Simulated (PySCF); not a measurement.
# CH6GeN2 (SMILES [H]/N=[CH]/[GeH2][NH2]) at 6 levels

Wanted: a comparison of 6 runs (HF/STO-3G, HF/3-21G, wB97X/6-31G, B3LYP/6-31G*, PBE0/def2-SVP, PBE0/cc-pVTZ) of CH6GeN2. 

The results are computed with PySCF 2.14.0.

## Step 1: Starting point

The species is CH6GeN2 (10 atoms), meant as a singlet with charge 0. As SMILES, `[H]/N=[CH]/[GeH2][NH2]`. The shape comes from GFN2-xTB, which is rough for such elements, and wasn't checked as a minimum. This is one conformer, not always the lowest.

Bond lengths: N1–C2 1.254 Å, C2–Ge3 1.987 Å, Ge3–N4 1.814 Å, N1–H5 1.023 Å, C2–H6 1.105 Å, Ge3–H7 1.496 Å, Ge3–H8 1.495 Å, N4–H9 1.010 Å, N4–H10 1.011 Å. Some angles: N1–C2–Ge3 119.0°, C2–Ge3–N4 113.6°, N1–C2–H6 123.0°, Ge3–C2–H6 118.0°, C2–N1–H5 116.0°, C2–Ge3–H7 110.7°, C2–Ge3–H8 110.8°, N4–Ge3–H7 105.6°, N4–Ge3–H8 106.0°, Ge3–N4–H9 117.4°.

## Step 2: Energy and forces at HF/STO-3G (run 1)

Contents of calc.py:

```python
# N=[CH][GeH2][NH2]
from pyscf import gto

system = gto.M(
    atom=[
    ('N', (-0.988280, 2.096010, 0.254710)),
    ('C', (-0.549340, 1.084880, -0.343900)),
    ('Ge', (0.196410, -0.417410, 0.721400)),
    ('N', (0.880290, -1.757740, -0.291600)),
    ('H', (-1.362310, 2.840620, -0.338080)),
    ('H', (-0.555930, 0.987610, -1.444730)),
    ('H', (-0.867400, -1.050540, 1.560640)),
    ('H', (1.317570, 0.054430, 1.590250)),
    ('H', (0.233150, -2.288800, -0.857350)),
    ('H', (1.695840, -1.549060, -0.851340)),
],
    basis='sto-3g',
    max_memory=1860,
    charge=0,
    verbose=3,
)

mf = system.RHF()
mf.conv_tol = 1e-10
mf.kernel()
if not mf.converged:
    mf = mf.newton().run(mf.mo_coeff, mf.mo_occ)

e_tot = mf.e_tot
print(f'total energy: {e_tot:.8f} hartree')
grad = mf.nuc_grad_method().kernel()
dip = mf.dip_moment()
pop, q = mf.mulliken_pop()
```

Launch:

```bash
$ OMP_NUM_THREADS=1 python calc.py
```

Log:

```text
converged SCF energy = -2200.10236719723
total energy: -2200.10236720 hartree
--------------- RHF gradients ---------------
         x                y                z
0 N     0.0036192294    -0.0122286685    -0.0452081452
1 C    -0.0201796852     0.0444717564     0.0151565037
2 Ge    -0.0051752845     0.0116345756    -0.0056626456
3 N     0.0098570823    -0.0208407539    -0.0238806972
4 H     0.0069277693    -0.0125418708     0.0240656866
5 H     0.0009719044    -0.0024711002    -0.0069575365
6 H    -0.0137821690    -0.0130782798     0.0142066997
7 H     0.0181392112     0.0032906812     0.0146972950
8 H     0.0063048382     0.0042186913     0.0070067535
9 H    -0.0066828961    -0.0024550313     0.0065760860
----------------------------------------------
Dipole moment(X, Y, Z, Debye): -0.20261,  0.23127, -2.32264
 ** Mulliken pop  **
pop of  0 N 1s            1.99622
pop of  0 N 2s            1.64477
pop of  0 N 2px           1.05685
pop of  0 N 2py           1.04262
pop of  0 N 2pz           1.57503
pop of  1 C 1s            1.99356
pop of  1 C 2s            1.21271
pop of  1 C 2px           0.94593
pop of  1 C 2py           0.97537
pop of  1 C 2pz           0.97702
pop of  2 Ge 1s           1.99998
pop of  2 Ge 2s           1.99873
pop of  2 Ge 3s           1.99756
pop of  2 Ge 4s           1.14261
pop of  2 Ge 2px          1.99957
pop of  2 Ge 2py          1.99955
pop of  2 Ge 2pz          1.99957
pop of  2 Ge 3px          1.98086
pop of  2 Ge 3py          1.97961
pop of  2 Ge 3pz          1.98065
pop of  2 Ge 4px          0.78791
pop of  2 Ge 4py          0.67416
pop of  2 Ge 4pz          0.74106
pop of  2 Ge 3dxy         1.98379
pop of  2 Ge 3dyz         1.97768
pop of  2 Ge 3dz^2        1.99956
pop of  2 Ge 3dxz         1.97453
pop of  2 Ge 3dx2-y2      1.99073
pop of  3 N 1s            1.99525
pop of  3 N 2s            1.55602
pop of  3 N 2px           1.14655
pop of  3 N 2py           1.44712
pop of  3 N 2pz           1.44205
pop of  4 H 1s            0.84757
pop of  5 H 1s            0.96527
pop of  6 H 1s            1.13070
pop of  7 H 1s            1.12972
pop of  8 H 1s            0.85571
pop of  9 H 1s            0.85587
 ** Mulliken atomic charges  **
charge of    0N =     -0.31550
charge of    1C =     -0.10458
charge of    2Ge =      0.79189
charge of    3N =     -0.58698
charge of    4H =      0.15243
charge of    5H =      0.03473
charge of    6H =     -0.13070
charge of    7H =     -0.12972
charge of    8H =      0.14429
charge of    9H =      0.14413
```

Run time: 4.8 s. Hardware: 1 thread of Intel Xeon at 2.50GHz (Skylake/Cascade Lake), shared host; peak memory 0.12 GiB.

## Step 3: Energy and gradient at HF/3-21G (run 2)

Contents of job.py:

```python
from pyscf import gto, scf

system = gto.M(
    atom='''
N   -0.988280   2.096010   0.254710
C   -0.549340   1.084880  -0.343900
Ge   0.196410  -0.417410   0.721400
N    0.880290  -1.757740  -0.291600
H   -1.362310   2.840620  -0.338080
H   -0.555930   0.987610  -1.444730
H   -0.867400  -1.050540   1.560640
H    1.317570   0.054430   1.590250
H    0.233150  -2.288800  -0.857350
H    1.695840  -1.549060  -0.851340
''',
    verbose=4,
    max_memory=1860,
    spin=0,
    basis='3-21g',
)

calc0 = scf.RHF(system)
calc0.conv_tol = 1e-10
calc0.kernel()
if not calc0.converged:
    calc0 = calc0.newton().run(calc0.mo_coeff, calc0.mo_occ)

e_tot = calc0.e_tot
print('Final energy', e_tot)
grad = calc0.nuc_grad_method().kernel()
calc0.analyze()
```

Launch:

```bash
$ OMP_NUM_THREADS=1 python job.py
```

Log:

```text
PySCF version 2.14.0

[... 83 lines left out ...]
Two-electron Energy =                 1137.744353887305806
[... 10 lines left out ...]
MO #7   energy= -15.4486483133078  occ= 2
[... 8 lines left out ...]
MO #16  energy= -1.55560620616517  occ= 2
[... 8 lines left out ...]
MO #25  energy= -0.495222693800296 occ= 2
[... 8 lines left out ...]
MO #34  energy= 0.290717647377152  occ= 0
[... 8 lines left out ...]
MO #43  energy= 0.636179084730401  occ= 0
[... 8 lines left out ...]
MO #52  energy= 1.40266486221828   occ= 0
[... 8 lines left out ...]
MO #61  energy= 2.73696706876384   occ= 0
[... 74 lines left out ...]
Dipole moment(X, Y, Z, Debye): -0.21402,  0.24359, -3.40788
```

Wall time 5.1 s (1 thread of Intel Xeon at 2.50GHz (Skylake/Cascade Lake), shared host); peak memory 0.13 GiB.

## Step 4: Energy and gradient at wB97X/6-31G (run 3)

Contents of calc.py:

```python
from pyscf import gto, dft

mol = gto.M(
    atom='''
N   -0.988280   2.096010   0.254710
C   -0.549340   1.084880  -0.343900
Ge   0.196410  -0.417410   0.721400
N    0.880290  -1.757740  -0.291600
H   -1.362310   2.840620  -0.338080
H   -0.555930   0.987610  -1.444730
H   -0.867400  -1.050540   1.560640
H    1.317570   0.054430   1.590250
H    0.233150  -2.288800  -0.857350
H    1.695840  -1.549060  -0.851340
''',
    spin=0,
    verbose=4,
    basis='6-31g',
    max_memory=1860,
)

mf = dft.RKS(mol, xc='wb97x')
mf.conv_tol = 1e-10
mf.grids.level = 5
mf.kernel()
if not mf.converged:
    mf = mf.newton().run(mf.mo_coeff, mf.mo_occ)

etot = mf.e_tot
print('E(%s) = %.9f' % ('WB97X', etot))
grad = mf.nuc_grad_method().kernel()
dip = mf.dip_moment()
pop, q = mf.mulliken_pop()
```

Launch:

```bash
$ OMP_NUM_THREADS=1 python calc.py
```

Log:

```text
PySCF version 2.14.0

[... 79 lines left out ...]
converged SCF energy = -2227.78138944283
[... 13 lines left out ...]
Dipole moment(X, Y, Z, Debye): -0.25243,  0.31052, -3.38175
[... 77 lines left out ...]
charge of    9H =      0.31013
```

Wall time 90 s (1 thread of Intel Xeon at 2.50GHz (Skylake/Cascade Lake), shared host); peak memory 0.67 GiB.

Runs 4 to 5 aren't shown in full; the table further down has their settings and results.

## Step 5: Energy and gradient at PBE0/cc-pVTZ (run 6)

Contents of start.xyz:

```xyz
10
CH6GeN2
N     -0.988280     2.096010     0.254710
C     -0.549340     1.084880    -0.343900
Ge     0.196410    -0.417410     0.721400
N      0.880290    -1.757740    -0.291600
H     -1.362310     2.840620    -0.338080
H     -0.555930     0.987610    -1.444730
H     -0.867400    -1.050540     1.560640
H      1.317570     0.054430     1.590250
H      0.233150    -2.288800    -0.857350
H      1.695840    -1.549060    -0.851340
```

Contents of calc.py:

```python
# N=[CH][GeH2][NH2]
import pyscf.grad
from pyscf import gto, dft

molecule = gto.M(
    atom='start.xyz',
    basis='cc-pvtz',
    max_memory=1860,
    verbose=3,
)

ks = dft.RKS(molecule)
ks.xc = 'pbe0'
ks.grids.level = 5
ks.conv_tol = 1e-10
ks.kernel()
if not ks.converged:
    ks = ks.newton().run(ks.mo_coeff, ks.mo_occ)

e_tot = ks.e_tot
print('E(%s) = %.9f' % ('PBE0', e_tot))
grad = ks.Gradients().kernel()
ks.analyze()
```

Launch:

```bash
$ OMP_NUM_THREADS=1 python calc.py
```

Log:

```text
converged SCF energy = -2227.84897798966
[... 18 lines left out ...]
MO #9   energy= -6.27836188033545  occ= 2
[... 25 lines left out ...]
MO #35  energy= 0.105067261722919  occ= 0
[... 25 lines left out ...]
MO #61  energy= 0.628530660191667  occ= 0
[... 25 lines left out ...]
MO #87  energy= 1.25798743235454   occ= 0
[... 25 lines left out ...]
MO #113 energy= 1.98555128423792   occ= 0
[... 25 lines left out ...]
MO #139 energy= 3.26019515385322   occ= 0
[... 25 lines left out ...]
MO #165 energy= 3.88533649717405   occ= 0
[... 25 lines left out ...]
MO #191 energy= 4.82064148333964   occ= 0
[... 25 lines left out ...]
MO #217 energy= 13.6880492026872   occ= 0
[... 11 lines left out ...]
Dipole moment(X, Y, Z, Debye): -0.02373, -0.10722, -2.65233
```

It took 12 min on 1 thread of Intel Xeon at 2.50GHz (Skylake/Cascade Lake), shared host; peak memory 1.8 GiB.

## Step 6: The series

```csv
run,level,integration grid,energy (Eh),dipole moment (D),HOMO energy (eV),LUMO energy (eV),wall time
1,HF/STO-3G,–,-2200.102367,2.34,-7.69,8.21,4.8 s
2,HF/3-21G,–,-2214.742586,3.42,-9.73,3.98,5.1 s
3,wB97X/6-31G,5,-2227.781389,3.41,-8.74,1.91,90 s
4,B3LYP/6-31G* (spherical functions),5,-2227.937403,2.88,-6.21,-0.48,72 s
5,PBE0/def2-SVP,5,-2227.376565,2.78,-6.51,-0.46,74 s
6,PBE0/cc-pVTZ,5,-2227.848978,2.65,-6.70,-0.65,12 min
```

## Step 7: Outcome

| quantity | value |
| --- | --- |
| run 6: total energy | -2227.84898 Eh |
| run 6: dipole moment | 2.65 D |
| run 6: HOMO energy | -6.70 eV |
| run 6: LUMO energy | -0.65 eV |
| run 6: HOMO–LUMO gap | 6.05 eV |
| run 6: largest force on an atom | 0.973 eV/Å |

**Reading.** The dipole moment (its size) runs from 2.34 D (HF/STO-3G) to 3.42 D (HF/3-21G). The HOMO–LUMO gap runs from 5.73 eV (B3LYP/6-31G*) to 15.90 eV (HF/STO-3G). The two ends differ in method and basis. Totals of different functionals can't be ranked against each other. In run 1 the basis is minimal, so the values are rough. All runs together took 16 min, the longest 12 min.
